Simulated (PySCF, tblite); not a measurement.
# C₂H₇N₃Si₂: geometry, infrared bands and NMR shifts

Wanted: the infrared bands and NMR shifts of C₂H₇N₃Si₂ (`[SiH3]c1nncn1[SiH3]`), by calculation.

The runs use tblite 0.8.0 and PySCF 2.14.0, with density-fitted response routines of our own; the level of theory stands in each step. All values are computed, except where a source is named. Atoms count from 0, in the outputs and in this text.

**1. The starting structure**

14 atoms, charge 0, multiplicity 1; geometry from: force field or distance geometry start.

Bonds of the start (Å): Si0–C1 1.86, C1–N2 1.33, N2–N3 1.34, N3–C4 1.36, C4–N5 1.33, N5–Si6 1.80, N5–C1 1.34, Si0–H7 1.48, Si0–H8 1.48, Si0–H9 1.44, C4–H10 1.09, Si6–H11 1.49, Si6–H12 1.46, Si6–H13 1.46.

**2. Geometry optimisation with GFN2-xTB**

What the job is given:

```
{"job": {"kind": "relax", "xc": "GFN2-xTB", "basis": "xTB"}, "charge": 0, "multiplicity": 1}
Si     2.121100    -0.315200     0.005700
C      0.633200     0.792600    -0.118600
N      0.671300     2.118600    -0.263300
N     -0.600800     2.536100    -0.310700
C     -1.419200     1.459100    -0.160400
N     -0.642200     0.388300    -0.051600
Si    -1.253300    -1.293900     0.152700
H      1.771400    -1.510400    -0.793000
H      2.233500    -0.719100     1.420100
H      3.308900     0.317900    -0.496600
H     -2.507700     1.470200    -0.160000
H     -1.040700    -1.638900     1.584600
H     -0.583000    -2.228800    -0.742400
H     -2.693400    -1.377200    -0.088700
```

The run is started by

```sh
OMP_NUM_THREADS=1 python probes_run.py task.json out
```

This one command runs all jobs of the session in turn.

**Question.** This job is followed by: GFN2-xTB harmonic vibrations, gas phase; GIAO PBE0/pcSseg-1 NMR shielding, non-relativistic, gas phase. What will the session give for the following? strongest single infrared mode (GFN2-xTB); zero-point energy (GFN2-xTB); ¹³C shifts against TMS (PBE0/pcSseg-1); ¹H shifts against TMS (PBE0/pcSseg-1, means over atoms taken as alike); ²⁹Si shifts against TMS (PBE0/pcSseg-1); ¹⁵N shifts against NH3 (PBE0/pcSseg-1); surface potential, 1st and 99th percentile.

The runs gave:

| quantity | value |
| --- | --- |
| strongest single infrared mode (GFN2-xTB) | 808 cm⁻¹, 536 km/mol |
| zero-point energy (GFN2-xTB) | 53.5 kcal/mol |
| ¹³C shifts against TMS (PBE0/pcSseg-1) | 152.5, 152.0 ppm |
| ¹H shifts against TMS (PBE0/pcSseg-1, means over atoms taken as alike) | 7.99, 5.22, 4.73 ppm |
| ²⁹Si shifts against TMS (PBE0/pcSseg-1) | -56.9, -88.1 ppm |
| ¹⁵N shifts against NH3 (PBE0/pcSseg-1) | 402.1, 372.3, 186.3 ppm |
| surface potential, 1st and 99th percentile | -2.16 V and 1.92 V |

**Reading.** Over 72 steps the energy fell by 0.353 eV; of the close pairs, N3–C4 changed most, 1.361 to 1.292 Å. The lowest mode is slightly imaginary (10i cm⁻¹), a soft motion within the noise of the Hessian, so the minimum is not strictly shown. The strongest single mode, at 808 cm⁻¹, has its largest shares on H8, H7, H12 and H11 (the list is cut at 4 atoms). GFN2-xTB is a fitted tight-binding method: band positions and strengths are rough. Its intensities can rank the bands wrongly. NICS(1)zz of -33 ppm above the planar ring from C1 marks a diatropic (aromatic) ring current. By nearest atom (PBE0/pcSseg-1), the HOMO sits on N2, N3 about 41 % each; C1, C4 about 7 % each and the LUMO on C1 21 %; N2, N5 about 13 % each.
